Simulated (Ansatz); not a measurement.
**C2H9AsO2Si: one species, many methods**

One table from this session's results is given with a row withheld; the runs are named, their logs left out.

Program: Ansatz 0.2.0, Gaussian basis. Level of theory: functionals in def2-TZVPP, the program's frozen cores in correlated methods. These are calculated values, not measurements.

Plan: LDA (SPW92), PBE-D4, revPBE-D4, BLYP-D4, r2SCAN-D4, B97M-V, PBE0-D4, B3LYP-D4, r2SCANh-D4, r2SCAN0-D4, HSE06-D4, BHLYP-D4, CAM-B3LYP-D4, LC-ωPBE, ωB97X-V, ωB97M-V, B2PLYP, PBE-QIDH; CCSD(T)/def2-SVP; CCSD(T)/def2-TZVPP; MP2/def2-QZVPP; extrapolation to the limit; RPA on PBE.

### Structure used throughout

An earlier PBE0-D4 in a triple-zeta def2 set relaxation fixed the geometry.

SMILES `CO[As]([SiH3])OC`, 15 atoms, charge 0, spin multiplicity 1.

Atoms are counted from 1 here; the program's logs count them from 0.

Bond lengths: C1–O2 1.411 Å, C1–H7 1.092 Å, C1–H8 1.096 Å, C1–H9 1.097 Å, O2–As3 1.796 Å, As3–Si4 2.386 Å, As3–O5 1.796 Å, Si4–H10 1.483 Å, Si4–H11 1.486 Å, Si4–H12 1.486 Å, O5–C6 1.411 Å, C6–H13 1.097 Å, C6–H14 1.096 Å, C6–H15 1.092 Å. Angles: O2–C1–H7 108.1°, O2–C1–H8 111.0°, O2–C1–H9 112.2°, H7–C1–H8 108.5°, H7–C1–H9 108.5°, H8–C1–H9 108.5°, C1–O2–As3 117.2°, O2–As3–Si4 91.1°, O2–As3–O5 102.0°, Si4–As3–O5 91.1°, As3–Si4–H10 109.4°, As3–Si4–H11 108.6°, As3–Si4–H12 108.6°, H10–Si4–H11 110.6°, H10–Si4–H12 110.6°, H11–Si4–H12 109.0°, As3–O5–C6 117.2°, O5–C6–H13 112.2° and more.

Set-up of the first run:

Input file in.yaml:

```yaml
crystal:
  periodic: [false, false, false]
  atoms:
    - {symbol: C, position_ang: [-1.336800, -1.906772, 0.194464]}
    - {symbol: O, position_ang: [-0.030941, -1.410847, -0.007084]}
    - {symbol: As, position_ang: [0.133991, 0.114303, -0.941188]}
    - {symbol: Si, position_ang: [2.513512, -0.044586, -0.869369]}
    - {symbol: O, position_ang: [0.142421, 1.350585, 0.361657]}
    - {symbol: C, position_ang: [-1.095960, 1.932260, 0.707900]}
    - {symbol: H, position_ang: [-1.271597, -2.989477, 0.323541]}
    - {symbol: H, position_ang: [-1.786422, -1.475785, 1.096019]}
    - {symbol: H, position_ang: [-1.995691, -1.697563, -0.657823]}
    - {symbol: H, position_ang: [2.950273, -0.258125, 0.531342]}
    - {symbol: H, position_ang: [2.938219, -1.180511, -1.728810]}
    - {symbol: H, position_ang: [3.088733, 1.214618, -1.410554]}
    - {symbol: H, position_ang: [-1.761347, 2.036886, -0.158483]}
    - {symbol: H, position_ang: [-1.609864, 1.337939, 1.471708]}
    - {symbol: H, position_ang: [-0.900630, 2.926476, 1.115982]}
basis:
  gaussian: {orbitals: def2-TZVPP}
hamiltonian: {xc: lda}
output: {orbitals: {seedname: orbitals}}
```

Launch:

```
> ansatz run in.yaml --threads 2 --pin off --events-out ev --progress --plain --max-ram 32768MiB --backend cuda --devices 0, --max-vram 18GiB
```

Steps of the session up to this table: LDA; PBE-D4 (GGA); revPBE-D4 (GGA); BLYP-D4 (GGA); r2SCAN-D4 (meta-GGA); B97M-V (meta-GGA); PBE0-D4 (hybrid); B3LYP-D4 (hybrid); r2SCANh-D4 (hybrid); r2SCAN0-D4 (hybrid); HSE06-D4 (hybrid); BHLYP-D4 (hybrid); CAM-B3LYP-D4 (range-separated); LC-ωPBE (range-separated); ωB97X-V (range-separated); ωB97M-V (range-separated); B2PLYP (double hybrid); PBE-QIDH (double hybrid).

One table of the session follows, with a row left open; its other results are not shown here.

| functional | HOMO (eV) | gap (eV) |
| --- | --- | --- |
| LDA (SPW92) | -5.83 | 4.31 |
| PBE-D4 | -5.67 | 4.40 |
| revPBE-D4 | -5.61 | 4.45 |
| BLYP-D4 | -5.55 | 4.42 |
| r2SCAN-D4 | -5.91 | 4.83 |
| B97M-V | -6.06 | 4.90 |
| PBE0-D4 | -6.82 | 6.39 |
| B3LYP-D4 | -6.62 | 6.00 |
| r2SCANh-D4 | -6.34 | 5.56 |
| r2SCAN0-D4 | -6.97 | 6.65 |
| HSE06-D4 | ? | ? |
| BHLYP-D4 | -7.84 | 8.34 |
| CAM-B3LYP-D4 | -8.09 | 8.71 |
| LC-ωPBE | -9.34 | 11.09 |
| ωB97X-V | -9.04 | 10.66 |
| ωB97M-V | -8.92 | 10.32 |

Estimate the missing values for HSE06-D4.

**Answer.** HOMO (eV): -6.42; gap (eV): 5.62. In the column «HOMO (eV)» it lies between B3LYP-D4 (-6.62) and r2SCANh-D4 (-6.34).
